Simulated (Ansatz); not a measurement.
# AsF− (sextet): the correlation ladder, aug-cc-pVDZ

How much of the correlation energy of AsF− (sextet) does each wave-function method recover here?

Method: aug-cc-pVDZ, core rule «outside noble gas», up to 15 orbitals frozen; program: Ansatz 0.2.0, Gaussian basis.

The runs, in order: UHF; CCSD(T) on ROHF; CCSD(T) on UHF; BCCD(T) on ROHF; CISD as a restricted active space (open shells left free, so some higher excitations enter); CCSDT(Q) on ROHF; CCSDT(Q) on UHF; CASSCF and MRCISD+Q, 13 electrons in 11 orbitals; CASSCF and NEVPT2, 13 electrons in 11 orbitals.

17 further runs of the same task are left out: 6 that didn't finish, 11 set aside as unsound or not needed. Runs told in other sessions of the task aren't counted.

## 1. The system

The geometry is a PBE0/def2-TZVPD stationary point (not a proven minimum) of the parent state, kept for this charge and spin. No spin-orbit coupling is included. The filled d shell of As may be among the frozen orbitals whatever the setting's name suggests.

2 atoms, charge -1, spin multiplicity 6.

Atoms are counted from 1 here; the program's logs count them from 0.

No contacts short enough for the rule that draws bonds.

Coordinates:

```xyz
2
charge -1, multiplicity 6
F     0.0000    0.0000    0.0000
As    0.0000    0.0000    2.2274
```

## 2. UHF

File in.yaml:

```yaml
crystal:
  periodic: [false, false, false]
  atoms:
    - {symbol: F, position_ang: [0.000000, 0.000000, 0.000000]}
    - {symbol: As, position_ang: [0.000000, 0.000000, 2.227400]}
basis:
  gaussian: {orbitals: aug-cc-pVDZ}
total_charge: -1
magnetization: {spin_polarized: true, initial_magnetization: 5}
hamiltonian: {xc: hf}
output: {orbitals: {seedname: orbitals}}
```

Started as:

```console
> ansatz run in.yaml --threads 1 --pin off --events-out ev --progress --plain --max-ram 2393MiB
```

Further steps of the session: CCSD(T) on ROHF; CCSD(T) on UHF; BCCD(T) on ROHF; CISD as a restricted active space (open shells left free, so some higher excitations enter); CCSDT(Q) on ROHF; CCSDT(Q) on UHF; CASSCF and MRCISD+Q, 13 electrons in 11 orbitals; CASSCF and NEVPT2, 13 electrons in 11 orbitals.

Q: Predict the results of all the runs planned. Wanted: UCCSDT(Q) from the RHF energy; RMP2 from UCCSDT(Q); UMP2 from UCCSDT(Q); RCCSD from UCCSDT(Q); RCCSD(T) from UCCSDT(Q); UCCSD(T) from UCCSDT(Q); RCCSDT(Q) from UCCSDT(Q); NEVPT2 frontier from UCCSDT(Q); MRCISD+Q frontier from UCCSDT(Q).

The runs gave:

| quantity | value |
| --- | --- |
| UCCSDT(Q) from the ROHF energy | -7.3151 eV |
| RMP2 from UCCSDT(Q) | +97.8 kJ/mol |
| UMP2 from UCCSDT(Q) | +96.1 kJ/mol |
| RCCSD from UCCSDT(Q) | +21.8 kJ/mol |
| RCCSD(T) from UCCSDT(Q) | +5.8 kJ/mol |
| UCCSD(T) from UCCSDT(Q) | +4.1 kJ/mol |
| RCCSDT(Q) from UCCSDT(Q) | +1.8 kJ/mol |
| NEVPT2 frontier from UCCSDT(Q) | +128.0 kJ/mol |
| MRCISD+Q frontier from UCCSDT(Q) | +13.4 kJ/mol |
| levels within 1 kcal/mol (43 meV) | UCCSD(T), RCCSDT, UCCSDT, RCCSDT(Q) |
| T1 diagnostic | 0.057 |

In words: RCCSD(T) misses by +5.8 kJ/mol, 0.8 % of the correlation energy. Of the multireference levels listed MRCISD+Q frontier comes nearest in total energy (+13.4 kJ/mol), which doesn't show that its space is the better one. Coupled cluster took another determinant than the lowest Hartree-Fock one. These misses are within one basis, not against nature; the frozen cores of restricted and unrestricted runs differ, which can shift their rows. The highest orbital lies above zero: the basis alone holds the extra electron.

With open shells the CI space here admits some higher excitations, so it is larger than plain CISD.
